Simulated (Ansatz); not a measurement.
# C3H2ClF3: one species, many methods

One table from this session's results is given with a row withheld; the runs are named, their logs left out.

Program: Ansatz 0.2.0, Gaussian basis. Level of theory: functionals in def2-TZVPP, the program's frozen cores in correlated methods. These are calculated values, not measurements.

Plan: LDA (SPW92), PBE-D4, revPBE-D4, BLYP-D4, r2SCAN-D4, B97M-V, PBE0-D4, B3LYP-D4, r2SCANh-D4, r2SCAN0-D4, HSE06-D4, BHLYP-D4, CAM-B3LYP-D4, LC-ωPBE, ωB97X-V, ωB97M-V, B2PLYP, PBE-QIDH; CCSD(T)/def2-SVP; CCSD(T)/def2-TZVPP; MP2/def2-QZVPP; extrapolation to the limit; RPA on PBE.

## Structure used throughout

The geometry comes from an earlier relaxation with PBE0-D4 in a triple-zeta def2 set; it is a stationary point, not always the lowest conformer.

SMILES `F/C(Cl)=C\C(F)F`, 9 atoms, charge 0, spin multiplicity 1.

Atoms are counted from 1 here; the program's logs count them from 0.

Bond lengths: F1–C2 1.323 Å, C2–Cl3 1.701 Å, C2–C4 1.322 Å, C4–C5 1.484 Å, C4–H8 1.081 Å, C5–F6 1.360 Å, C5–F7 1.360 Å, C5–H9 1.092 Å. Angles: F1–C2–Cl3 112.2°, F1–C2–C4 122.8°, Cl3–C2–C4 125.0°, C2–C4–C5 122.6°, C2–C4–H8 119.6°, C5–C4–H8 117.8°, C4–C5–F6 109.8°, C4–C5–F7 109.8°, C4–C5–H9 113.8°, F6–C5–F7 106.6°, F6–C5–H9 108.3°, F7–C5–H9 108.3°.

The first run:

The input, in.yaml:

```yaml
crystal:
  periodic: [false, false, false]
  atoms:
    - {symbol: F, position_ang: [-1.955585, -0.491948, 0.012695]}
    - {symbol: C, position_ang: [-0.996614, -0.147352, 0.856179]}
    - {symbol: Cl, position_ang: [-1.548805, -0.082193, 2.463776]}
    - {symbol: C, position_ang: [0.240351, 0.111319, 0.468324]}
    - {symbol: C, position_ang: [0.665256, 0.038129, -0.951611]}
    - {symbol: F, position_ang: [1.155269, 1.242632, -1.349079]}
    - {symbol: F, position_ang: [1.680368, -0.856848, -1.083637]}
    - {symbol: H, position_ang: [0.983591, 0.388668, 1.202712]}
    - {symbol: H, position_ang: [-0.135431, -0.248707, -1.636457]}
basis:
  gaussian: {orbitals: def2-TZVPP}
hamiltonian: {xc: lda}
output: {orbitals: {seedname: orbitals}}
```

Steps of the session up to this table: LDA; PBE-D4 (GGA); revPBE-D4 (GGA); BLYP-D4 (GGA); r2SCAN-D4 (meta-GGA); B97M-V (meta-GGA); PBE0-D4 (hybrid); B3LYP-D4 (hybrid); r2SCANh-D4 (hybrid); r2SCAN0-D4 (hybrid); HSE06-D4 (hybrid); BHLYP-D4 (hybrid); CAM-B3LYP-D4 (range-separated); LC-ωPBE-D4 (range-separated; the results give it without D4); ωB97X-V (range-separated); ωB97M-V (range-separated); B2PLYP (double hybrid); PBE-QIDH (double hybrid).

One table of the session follows, with a row left open; its other results are not shown here.

It belongs to the step «Frontier levels by functional». 

| functional | HOMO (eV) | gap (eV) |
| --- | --- | --- |
| LDA (SPW92) | -7.10 | 5.04 |
| PBE-D4 | -6.88 | 5.12 |
| revPBE-D4 | ? | ? |
| BLYP-D4 | -6.74 | 5.10 |
| r2SCAN-D4 | -7.15 | 5.56 |
| B97M-V | -7.20 | 5.73 |
| PBE0-D4 | -8.17 | 7.38 |
| B3LYP-D4 | -7.94 | 6.91 |
| r2SCANh-D4 | -7.63 | 6.40 |
| r2SCAN0-D4 | -8.35 | 7.66 |
| HSE06-D4 | -7.77 | 6.59 |
| BHLYP-D4 | -9.31 | 9.64 |
| CAM-B3LYP-D4 | -9.53 | 9.88 |
| LC-ωPBE | -10.88 | 12.41 |
| ωB97X-V | -10.49 | 11.99 |
| ωB97M-V | -10.37 | 11.79 |

Q: Estimate the row for revPBE-D4 from the others.

The run gave: HOMO (eV): -6.80; gap (eV): 5.15. In the column «HOMO (eV)» it lies between PBE-D4 (-6.88) and BLYP-D4 (-6.74).
